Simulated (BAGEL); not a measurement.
# triplet CH3BrOSi at 3 levels

We compute a comparison of 3 runs (UHF/3-21G, ROHF/6-31G*, UHF/6-31G*) of triplet CH3BrOSi. 

The results are computed with BAGEL 1.2.2.

38 further runs of the same task are left out: 6 that didn't finish, 32 set aside as unsound or not needed.

## (1) Starting point

The species is CH3BrOSi (7 atoms), meant as a triplet with charge 0. As SMILES of the parent species, `CO[Si]Br`. Geometry: relaxed at PBE0-D4/def2-TZVP. This is one conformer, not always the lowest. That shape belongs to the parent species and isn't relaxed for this state.

Bond lengths: C1–O2 1.412 Å, O2–Si3 1.621 Å, Si3–Br4 2.297 Å, C1–H5 1.091 Å, C1–H6 1.091 Å, C1–H7 1.092 Å. Angles: C1–O2–Si3 138.1°, O2–Si3–Br4 103.3°, O2–C1–H5 108.7°, O2–C1–H6 108.8°, O2–C1–H7 111.1°, H5–C1–H6 108.9°, H5–C1–H7 109.7°, H6–C1–H7 109.6°.

## (2) A single-point energy at UHF/3-21G (density fitting with qzvpp-jkfit) (run 1)

Input file input.json:

```json
{ "bagel": [

{
  "title": "molecule",
  "basis": "3-21g",
  "df_basis": "qzvpp-jkfit",
  "angstrom": "true",
  "geometry": [
    { "atom": "C", "xyz": [      -0.028500,       0.839700,      -0.188700 ] },
    { "atom": "O", "xyz": [       0.687800,      -0.287000,      -0.649700 ] },
    { "atom": "Si", "xyz": [       0.777700,      -1.873600,      -0.330500 ] },
    { "atom": "Br", "xyz": [      -0.753900,      -2.160200,       1.357700 ] },
    { "atom": "H", "xyz": [       0.683600,       1.585500,       0.168600 ] },
    { "atom": "H", "xyz": [      -0.594400,       1.260500,      -1.021500 ] },
    { "atom": "H", "xyz": [      -0.711200,       0.567100,       0.618500 ] }
  ]
},

{ "title": "uhf", "nopen": 2 },

{ "title": "print", "file": "orbitals.molden", "orbitals": "true" }

]}
```

Started as:

```
$ BAGEL_NUM_THREADS=1 BAGEL input.json > input.out
```

The log of the run:

```text
* using 1 threads per process

  ===============================================================
  ===============================================================

  *** Geometry ***

  { "atom" : "C", "xyz" : [     -0.053857,      1.586803,     -0.356591 ] },
  { "atom" : "O", "xyz" : [      1.299754,     -0.542351,     -1.227755 ] },
  { "atom" : "Si", "xyz" : [      1.469640,     -3.540591,     -0.624554 ] },
  { "atom" : "Br", "xyz" : [     -1.424665,     -4.082186,      2.565681 ] },
  { "atom" : "H", "xyz" : [      1.291817,      2.996161,      0.318608 ] },
  { "atom" : "H", "xyz" : [     -1.123253,      2.382000,     -1.930355 ] },
  { "atom" : "H", "xyz" : [     -1.343973,      1.071664,      1.168796 ] },

  Number of auxiliary basis functions:      600

  Since a DF basis is specified, we compute 2- and 3-index integrals:
    o Being stored without compression. Storage requirement is 0.017 GB

  Number of basis functions:       59
  Number of electrons      :       66

    * METHOD: MOLECULE                             0.26

  *** Open-shell HF ***

  === Nuclear Repulsion ===
   300.9956062340

      * DIIS with orbital gradients will be used.

  === UHF iteration (3-21g) ===
      0      -2961.15312234          0.03326237           0.17
      1      -2961.23377350          0.02014778           0.17
      2      -2961.25197493          0.01296028           0.17
      3      -2961.26214681          0.00084542           0.17
      4      -2961.26255337          0.00033400           0.16
      5      -2961.26262786          0.00015423           0.16
      6      -2961.26266335          0.00005761           0.17
      7      -2961.26267052          0.00003039           0.16
      8      -2961.26267278          0.00001431           0.16
      9      -2961.26267321          0.00000406           0.17
     10      -2961.26267326          0.00000161           0.17
     11      -2961.26267327          0.00000077           0.17
     12      -2961.26267328          0.00000039           0.17
     13      -2961.26267328          0.00000015           0.16
     14      -2961.26267328          0.00000010           0.16
     15      -2961.26267328          0.00000007           0.16
     16      -2961.26267328          0.00000004           0.17
     17      -2961.26267328          0.00000002           0.17
     18      -2961.26267328          0.00000001           0.16
    * SCF iteration converged.

    * S^2 (UHF) is 2.0068

    * Permanent dipole moment:
           (   -0.360488,    -0.146423,     0.417231) a.u.

    * METHOD: UHF                                  3.34

    * METHOD: PRINT                                0.01

  ===============================================================
```

Wall time 3.9 s (1 thread of Arm Neoverse V2, shared host); peak memory 0.12 GiB.

## (3) The energy at ROHF/6-31G(d) (density fitting with qzvpp-jkfit, spherical functions) (run 2)

Input file hf.json:

```json
{ "bagel" : [

{
  "title" : "molecule",
  "basis" : "6-31gs.json",
  "df_basis" : "qzvpp-jkfit",
  "angstrom" : true,
  "geometry" : [
    { "atom" : "C", "xyz" : [      -0.028500,       0.839700,      -0.188700 ] },
    { "atom" : "O", "xyz" : [       0.687800,      -0.287000,      -0.649700 ] },
    { "atom" : "Si", "xyz" : [       0.777700,      -1.873600,      -0.330500 ] },
    { "atom" : "Br", "xyz" : [      -0.753900,      -2.160200,       1.357700 ] },
    { "atom" : "H", "xyz" : [       0.683600,       1.585500,       0.168600 ] },
    { "atom" : "H", "xyz" : [      -0.594400,       1.260500,      -1.021500 ] },
    { "atom" : "H", "xyz" : [      -0.711200,       0.567100,       0.618500 ] }
  ]
},

{
  "title" : "rohf",
  "nopen" : 2
},

{
  "title" : "print",
  "file" : "orbitals.molden",
  "orbitals" : true
}

]}
```

The basis set 6-31G* is read from a file made from the Basis Set Exchange's data (not shown).

Started as:

```
$ BAGEL_NUM_THREADS=1 BAGEL hf.json > hf.out
```

The log of the run:

```text
* using 1 threads per process

  ===============================================================
  ===============================================================

  *** Geometry ***

  { "atom" : "C", "xyz" : [     -0.053857,      1.586803,     -0.356591 ] },
  { "atom" : "O", "xyz" : [      1.299754,     -0.542351,     -1.227755 ] },
  { "atom" : "Si", "xyz" : [      1.469640,     -3.540591,     -0.624554 ] },
  { "atom" : "Br", "xyz" : [     -1.424665,     -4.082186,      2.565681 ] },
  { "atom" : "H", "xyz" : [      1.291817,      2.996161,      0.318608 ] },
  { "atom" : "H", "xyz" : [     -1.123253,      2.382000,     -1.930355 ] },
  { "atom" : "H", "xyz" : [     -1.343973,      1.071664,      1.168796 ] },

  Number of auxiliary basis functions:      600

  Since a DF basis is specified, we compute 2- and 3-index integrals:
    o Being stored without compression. Storage requirement is 0.034 GB

  Number of basis functions:       84
  Number of electrons      :       66

    * METHOD: MOLECULE                             0.35

  *** Open-shell HF ***

  === Nuclear Repulsion ===
   300.9956062340

      * DIIS with orbital gradients will be used.

  === ROHF iteration (6-31gs.json) ===
      0      -2975.28510597          0.03066998           0.25
      1      -2975.39396525          0.02174486           0.25
      2      -2975.43114667          0.01459706           0.25
      3      -2975.45976271          0.00122362           0.24
      4      -2975.46089807          0.00059516           0.24
      5      -2975.46129599          0.00024276           0.24
      6      -2975.46141193          0.00006938           0.24
      7      -2975.46147442          0.00002717           0.24
      8      -2975.46148393          0.00000962           0.24
      9      -2975.46148588          0.00000365           0.24
     10      -2975.46148640          0.00000160           0.25
     11      -2975.46148665          0.00000053           0.25
     12      -2975.46148665          0.00000020           0.25
     13      -2975.46148666          0.00000009           0.24
     14      -2975.46148667          0.00000004           0.25
     15      -2975.46148667          0.00000002           0.24
     16      -2975.46148667          0.00000001           0.25
    * SCF iteration converged.

    * S^2 (ROHF) is 2.0000

    * Permanent dipole moment:
           (   -0.367906,    -0.268131,     0.456879) a.u.

    * METHOD: ROHF                                 4.45

    * METHOD: PRINT                                0.01

  ===============================================================
```

It took 5.1 s on 1 thread of Arm Neoverse V2, shared host; peak memory 0.15 GiB.

## (4) A single-point energy at UHF/6-31G(d) (density fitting with qzvpp-jkfit, spherical functions) (run 3)

Input file hf.json:

```json
{ "bagel": [

{
  "title": "molecule",
  "basis": "6-31gs.json",
  "df_basis": "qzvpp-jkfit",
  "angstrom": true,
  "geometry": [
    { "atom": "C", "xyz": [   -0.028500,    0.839700,   -0.188700 ] },
    { "atom": "O", "xyz": [    0.687800,   -0.287000,   -0.649700 ] },
    { "atom": "Si", "xyz": [    0.777700,   -1.873600,   -0.330500 ] },
    { "atom": "Br", "xyz": [   -0.753900,   -2.160200,    1.357700 ] },
    { "atom": "H", "xyz": [    0.683600,    1.585500,    0.168600 ] },
    { "atom": "H", "xyz": [   -0.594400,    1.260500,   -1.021500 ] },
    { "atom": "H", "xyz": [   -0.711200,    0.567100,    0.618500 ] }
  ]
},
{ "title": "uhf", "nopen": 2 },
{ "title": "print", "file": "orbitals.molden", "orbitals": true }

]}
```

The basis set 6-31G* is read from a file made from the Basis Set Exchange's data (not shown).

Started as:

```
$ BAGEL_NUM_THREADS=1 BAGEL hf.json > hf.out
```

The log of the run:

```text
* using 1 threads per process

  ===============================================================
  ===============================================================

  *** Geometry ***

  { "atom" : "C", "xyz" : [     -0.053857,      1.586803,     -0.356591 ] },
  { "atom" : "O", "xyz" : [      1.299754,     -0.542351,     -1.227755 ] },
  { "atom" : "Si", "xyz" : [      1.469640,     -3.540591,     -0.624554 ] },
  { "atom" : "Br", "xyz" : [     -1.424665,     -4.082186,      2.565681 ] },
  { "atom" : "H", "xyz" : [      1.291817,      2.996161,      0.318608 ] },
  { "atom" : "H", "xyz" : [     -1.123253,      2.382000,     -1.930355 ] },
  { "atom" : "H", "xyz" : [     -1.343973,      1.071664,      1.168796 ] },

  Number of auxiliary basis functions:      600

  Since a DF basis is specified, we compute 2- and 3-index integrals:
    o Being stored without compression. Storage requirement is 0.034 GB

  Number of basis functions:       84
  Number of electrons      :       66

    * METHOD: MOLECULE                             0.35

  *** Open-shell HF ***

  === Nuclear Repulsion ===
   300.9956062340

      * DIIS with orbital gradients will be used.

  === UHF iteration (6-31gs.json) ===
      0      -2975.28510597          0.03066998           0.25
      1      -2975.39853247          0.02159730           0.25
      2      -2975.43540019          0.01443344           0.25
      3      -2975.46246453          0.00107536           0.26
      4      -2975.46334242          0.00050092           0.26
      5      -2975.46352989          0.00019460           0.26
      6      -2975.46361420          0.00007940           0.26
      7      -2975.46363460          0.00004028           0.26
      8      -2975.46364268          0.00001916           0.25
      9      -2975.46364548          0.00000620           0.25
     10      -2975.46364574          0.00000294           0.25
     11      -2975.46364577          0.00000109           0.25
     12      -2975.46364577          0.00000043           0.24
     13      -2975.46364577          0.00000021           0.24
     14      -2975.46364577          0.00000010           0.24
     15      -2975.46364577          0.00000005           0.24
     16      -2975.46364577          0.00000003           0.25
     17      -2975.46364577          0.00000002           0.25
     18      -2975.46364577          0.00000001           0.24
     19      -2975.46364577          0.00000000           0.24
    * SCF iteration converged.

    * S^2 (UHF) is 2.0070

    * Permanent dipole moment:
           (   -0.346473,    -0.281449,     0.437798) a.u.

    * METHOD: UHF                                  5.28

    * METHOD: PRINT                                0.01

  ===============================================================
```

Run time: 6 s. Hardware: 1 thread of Arm Neoverse V2, shared host; peak memory 0.15 GiB.

## (5) The series

```tsv
run	level	energy (Eh)	dipole moment (D)	⟨S²⟩	wall time
1	UHF/3-21G (density fitting with qzvpp-jkfit)	-2961.262673	1.45	2.007	3.9 s
2	ROHF/6-31G* (density fitting with qzvpp-jkfit, spherical functions)	-2975.461487	1.64	2.000	5.1 s
3	UHF/6-31G* (density fitting with qzvpp-jkfit, spherical functions)	-2975.463646	1.59	2.007	6 s
```

## (6) Outcome

```
            quantity           value
 run 3: total energy  -2975.46365 Eh
run 3: dipole moment          1.59 D
         run 3: ⟨S²⟩           2.007
```

What this shows: The dipole moment (its size) runs from 1.45 D (UHF/3-21G) to 1.64 D (ROHF/6-31G*). The two ends differ in method and basis. All runs together took 15 s, the longest 6 s.
